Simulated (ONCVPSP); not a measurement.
# An ONCV potential for bromine, from input to tests

Do these settings give a usable potential? It is generated, then checked for transferability, scattering, ghosts and hardness.

The numbers are computed with ONCVPSP 4.0.1 (PBE, scalar-relativistic, spin-unpolarised reference atom).

## (1) The design

Typed settings, in words:

```json
{"element": "bromine (Br, Z = 35)", "type": "optimised norm-conserving Vanderbilt (ONCV)", "frozen core": "[Ar]", "valence charge": "17", "reference configuration": "3d10 4s1.5 4p5.5", "partial waves": "4s: rc 1.40 bohr, ncon 4, nbas 7, qcut 5.2 1/bohr, 2 projectors, debl 0.8 Ha; 4p: rc 1.80 bohr, ncon 4, nbas 8, qcut 4 1/bohr, 2 projectors, debl 0.4 Ha; 3d: rc 0.55 bohr, ncon 3, nbas 6, qcut 18.3 1/bohr, 2 projectors, debl 2 Ha", "local potential": "polynomial inside 0.50 bohr (lpopt 3, dvloc0 1 Ha)", "core correction": "polynomial model core, fcfact 0.55"}
```

The nodes and maxima of the atom's own shells, from an earlier all-electron run, set the scale for the radii.

All-electron outer shells of the reference configuration (PBE, scalar-relativistic, ld1.x):

```json
{"shell": "3s", "level (eV)": "-238.88", "outermost node (bohr)": "0.23", "outermost maximum (bohr)": "0.48"}
{"shell": "3p", "level (eV)": "-174.29", "outermost node (bohr)": "0.21", "outermost maximum (bohr)": "0.48"}
{"shell": "3d", "level (eV)": "-67.50", "outermost node (bohr)": "–", "outermost maximum (bohr)": "0.43"}
{"shell": "4s", "level (eV)": "-20.54", "outermost node (bohr)": "0.67", "outermost maximum (bohr)": "1.41"}
{"shell": "4p", "level (eV)": "-8.16", "outermost node (bohr)": "0.70", "outermost maximum (bohr)": "1.66"}
```

## (2) Generating the potential

Br.dat

```
# ATOM AND REFERENCE CONFIGURATION
# atsym  z   nc   nv     iexc    psfile
  Br 35.00    5    3        4      upf
#
#   n    l    f
    1    0    2.00
    2    0    2.00
    2    1    6.00
    3    0    2.00
    3    1    6.00
    3    2   10.00
    4    0    1.50
    4    1    5.50
#
# PSEUDOPOTENTIAL AND OPTIMIZATION
# lmax
    2
#
#   l,   rc,      ep,       ncon, nbas, qcut
    0    1.40    0.00    4    7    5.20
    1    1.80    0.00    4    8    4.00
    2    0.55    0.00    3    6   18.30
#
# LOCAL POTENTIAL
# lloc, lpopt,  rc(5),   dvloc0
    4    3    0.50    1.00
#
# VANDERBILT-KLEINMAN-BYLANDER PROJECTORs
# l, nproj, debl
    0    2    0.80
    1    2    0.40
    2    2    2.00
#
# MODEL CORE CHARGE
# icmod, fcfact, rcfact
    1    0.55    0.00
#
# LOG DERIVATIVE ANALYSIS
# epsh1, epsh2, depsh
   -4.00    5.00    0.02
#
# OUTPUT GRID
# rlmax, drl
    6.00    0.01
#
# TEST CONFIGURATIONS
# ncnf
    4
# nvcnf
#   n    l    f
    3
    3    2   10.00
    4    0    2.00
    4    1    5.00
#
    3
    3    2   10.00
    4    0    2.00
    4    1    4.00
#
    3
    3    2   10.00
    4    0    2.00
    4    1    3.00
#
    3
    3    2    9.00
    4    0    2.00
    4    1    5.00
#
```

The run is started by

```
oncvpsp.x < Br.dat > Br.out
```

Before running it: what results should come out? Wanted: cutoffs; bound ghosts; GHOST(+) flags; largest miss of a reference level; largest test error; largest phase difference near zero energy, channels read; rms error of d²Exc/dn², without and with the model core; projector energies reset by the program.

**Answer**, as computed:

| quantity | value |
| --- | --- |
| cutoffs | not determined |
| bound ghosts | s at -362.79 eV, p at -55.49 eV |
| GHOST(+) flags | none at low energy |
| largest miss of a reference level | 20 meV (3d) |
| largest test error (AE − PS) | -917 meV, for 3d9 4s2 4p5 |
| largest phase difference near zero energy, channels read | 0.000 rad |
| rms error of d²Exc/dn², without and with the model core | 8.32 and 2.04 mHa |
| projector energies reset by the program | d: -2.481, 0.250 Ha |

**Reading.** It has a bound ghost (s, p), a state that the atom doesn't have, and that rules the file out. By total energies transferability is poor: the largest error is 917 meV on 72.3 eV, for 3d9 4s2 4p5. That test lies far up in energy; among those under 40 eV, nearer to bonding, the largest error is 11 meV. Near zero energy the phases of the channels with partial waves agree within 0.001 rad. The pseudo curves have a pole with no partner nearby in the atom's: p at -2.04 Ha. All of this concerns the isolated atom, not yet a solid.
